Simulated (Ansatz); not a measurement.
**Hf2SnC: properties at the relaxed cell**

One table from this session's results is given with a row withheld; the runs are named, their logs left out.

Method: DFT PBEsol, scalar-relativistic, plane waves, PAW, in Ansatz 0.2.0.

## The system as given

It takes space group P6_3/mmc (No. 194, hexagonal). The conventional cell has a = 3.306 Å, b = 3.306 Å, c = 14.332 Å, α = 90.00°, β = 90.00°, γ = 120.00°. Hf (site symmetry 3m) is surrounded by 3 C at 2.26 Å. Sn (site symmetry -6m2) has 6 Hf at 3.04 Å and 6 Sn at 3.31 Å as nearest neighbours. Around C (site symmetry -3m) lie 6 Hf at 2.26 Å.

Structure file:

```xyz
8
Lattice="3.3062 0.0000 0.0000 -1.6531 2.8633 0.0000 0.0000 0.0000 14.3322" Properties=species:S:1:pos:R:3 pbc="T T T"
Hf    0.0000    1.9088    1.2189
Hf    1.6531    0.9544    8.3850
Hf    1.6531    0.9544   13.1133
Hf    0.0000    1.9088    5.9472
Sn    0.0000    1.9088   10.7492
Sn    1.6531    0.9544    3.5831
C     0.0000    0.0000    0.0000
C     0.0000    0.0000    7.1661
```

It goes back to an entry of the Materials Project, which need not be the stable form.

This cell was relaxed beforehand with the same method: volume 16.96 Å³/atom, gap on the mesh none (metal).

The first run:

File input.yaml:

```yaml
crystal:
  lattice:
    - [3.2727989189, 0.0, 0.0]
    - [-1.6363994595, 2.8343270053, 0.0]
    - [0.0, 0.0, 14.1874249452]
  atoms:
    - { symbol: Hf, position: [0.3333333333, 0.6666666667, 0.0850478661] }
    - { symbol: Hf, position: [0.6666666667, 0.3333333333, 0.5850478661] }
    - { symbol: Hf, position: [0.6666666667, 0.3333333333, 0.9149521339] }
    - { symbol: Hf, position: [0.3333333333, 0.6666666667, 0.4149521339] }
    - { symbol: Sn, position: [0.3333333333, 0.6666666667, 0.75] }
    - { symbol: Sn, position: [0.6666666667, 0.3333333333, 0.25] }
    - { symbol: C, position: [0.0, 0.0, 0.0] }
    - { symbol: C, position: [0.0, 0.0, 0.5] }
basis:
  ecutwfc: 420
kpoints:
  mp_grid: { grid: [12, 12, 4] }
hamiltonian:
  xc: pbesol
scf:
  occupations: { method: gaussian, width: 0.1 }
output:
  forces: true
  stress: true
  eigenvalues: true
relax:
  adjacent_minimum: "off"
  f_tol: 0.01
  max_steps: 30
  cell: { stress_tol: 0.1, fix: [volume] }
```

Command:

```bash
$ ansatz run input.yaml --threads 2 --pin off --max-ram 5120MiB --backend cpu --events-out ev --progress --plain --runs-dir out
```

Steps of the session up to this table: The cell scaled to 0.97 of its volume; Volume × 1.03; Volume × 0.94; Volume × 1.06; Volume × 0.91; The cell scaled to 1.10 of its volume; Point at V/V0 = 0.88.

One of the session's tables, all rows but one given; the rest of the session is left out.

It belongs to the step «Fit of the equation of state». 

| volume (Å³/atom) | energy above the lowest point (meV/atom) | pressure (GPa) |
| --- | --- | --- |
| 14.924 | 141.8 | 25.23 |
| 15.433 | 74.8 | 17.24 |
| 15.942 | ? | ? |
| 16.451 | 7.4 | 4.82 |
| 16.959 | 0.0 | 0.00 |
| 17.468 | 6.7 | -4.12 |
| 17.977 | 25.6 | -7.61 |
| 18.655 | 66.2 | -11.39 |

Estimate the missing values for volume (Å³/atom) = 15.942.

Worked estimate for «energy above the lowest point (meV/atom)». A straight line through the neighbours (15.433, 74.8) and (16.451, 7.4) gives 74.8 + (7.4 − 74.8) × (15.942 − 15.433) / (16.451 − 15.433) = 41.1; a parabola fitted to 4 rows on both sides gives 31.2.

The run gave: energy above the lowest point (meV/atom): 31.3; pressure (GPa): 10.48. In «energy above the lowest point (meV/atom)» the line misses by +9.8 and the parabola by -0.1.
